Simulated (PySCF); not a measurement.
**Ways to converge the SCF of LiHg**

The same problem is solved with other solver options, one edit a run.

Program: PySCF 2.14.0. Level of theory: method and basis as typed in the scripts. These are calculated values, not measurements.

2 further runs of the same task are left out: 1 for a known fault of the program, 1 that didn't finish.

## Step 1: Where the work starts

LiHg: 2 atoms, charge 0, spin multiplicity 2.

No contacts short enough for the rule that draws bonds.

## Step 2: The base run

Contents of input.py:

```python
from pyscf import gto, scf, mp

mol = gto.M(
    atom='Li 0 0 0; Hg 0 0 3.059',
    basis='x2c-svpall',
    charge=0,
    spin=1,
    symmetry=True,
    verbose=3,
)
mf = scf.UHF(mol)
mf = mf.sfx2c1e()
mf.kernel()
mp.MP2(mf, frozen=23).kernel()
mf.dip_moment()
print('orbital energies (hartree):', [e[max(0, n-3):n+3].round(4) for e, n in zip(mf.mo_energy, mol.nelec)])
```

The run is started by

```
OMP_NUM_THREADS=1 python input.py
```

Its log is not repeated here.

In short: E(SCF) = -19629.818892 Eh, E(MP2) − E(SCF) = -0.38108 Eh, ⟨S²⟩ = 0.759, μ = 1.10 D (of the SCF density).

The bond length is a typed value, not an optimised one.

## Step 3: Second-order solver on

Edit 1 changes second-order solver: off → on.

Contents of input.py:

```python
from pyscf import gto, scf, mp

mol = gto.M(
    atom='Li 0 0 0; Hg 0 0 3.059',
    basis='x2c-svpall',
    charge=0,
    spin=1,
    symmetry=True,
    verbose=3,
)
mf = scf.UHF(mol)
mf = mf.sfx2c1e()
mf = mf.newton()
mf.kernel()
mp.MP2(mf, frozen=23).kernel()
mf.dip_moment()
print('orbital energies (hartree):', [e[max(0, n-3):n+3].round(4) for e, n in zip(mf.mo_energy, mol.nelec)])
```

The run is started by

```
OMP_NUM_THREADS=1 python input.py
```

## Step 4: Initial guess 1e

Edit 2 changes initial guess: minao → 1e.

Changes to input.py since step 2:

```diff
@@ -12,2 +12,3 @@
 mf = mf.sfx2c1e()
+mf.init_guess = '1e'
 mf.kernel()
```

## Step 5: Damping 0.2

Edit 3 changes damping: none → 0.2.

Changes to input.py since step 2:

```diff
@@ -12,2 +12,4 @@
 mf = mf.sfx2c1e()
+mf.damp = 0.2
+mf.diis_start_cycle = 8
 mf.kernel()
```

## Step 6: Point-group symmetry off

Edit 4 changes point-group symmetry: on → off.

Changes to input.py since step 2:

```diff
@@ -7,3 +7,2 @@
     spin=1,
-    symmetry=True,
     verbose=3,
```

## Step 7: Damping 0.8

Edit 5 changes damping: none → 0.8.

Changes to input.py since step 2:

```diff
@@ -12,2 +12,4 @@
 mf = mf.sfx2c1e()
+mf.damp = 0.8
+mf.diis_start_cycle = 8
 mf.kernel()
```

## Step 8: Convergence threshold 1e-07 hartree

Edit 6 changes convergence threshold: default → 1e-07 hartree.

Changes to input.py since step 2:

```diff
@@ -12,2 +12,3 @@
 mf = mf.sfx2c1e()
+mf.conv_tol = 1e-07
 mf.kernel()
```

Before running it: what results should come out? Wanted: for each run, E(SCF); from base; gap, α spin; SCF dipole; after the SCF.

The runs gave:

```
                                run  E(SCF) (hartree)  from base (eV)  gap, α spin (eV)  SCF dipole (D)                            after the SCF
                               base     -19629.818892               0              5.46            1.10  MP2 correlation -10.370 eV, core frozen
             second-order solver on     -19629.818892          0.0000              5.46            1.10  MP2 correlation -10.370 eV, core frozen
                   initial guess 1e     -19629.818892          0.0000              5.46            1.10  MP2 correlation -10.370 eV, core frozen
                        damping 0.2     -19629.818892          0.0000              5.46            1.10  MP2 correlation -10.370 eV, core frozen
           point-group symmetry off     -19629.818892          0.0000              5.46            1.10  MP2 correlation -10.370 eV, core frozen
                        damping 0.8     -19629.818892          0.0000              5.46            1.10  MP2 correlation -10.370 eV, core frozen
convergence threshold 1e-07 hartree     -19629.818892          0.0000              5.46            1.11  MP2 correlation -10.370 eV, core frozen
```

In words: The SCF energy stays the same, to the digits that matter, with second-order solver on or initial guess 1e or damping 0.2 or point-group symmetry off or damping 0.8 or convergence threshold 1e-07 hartree.
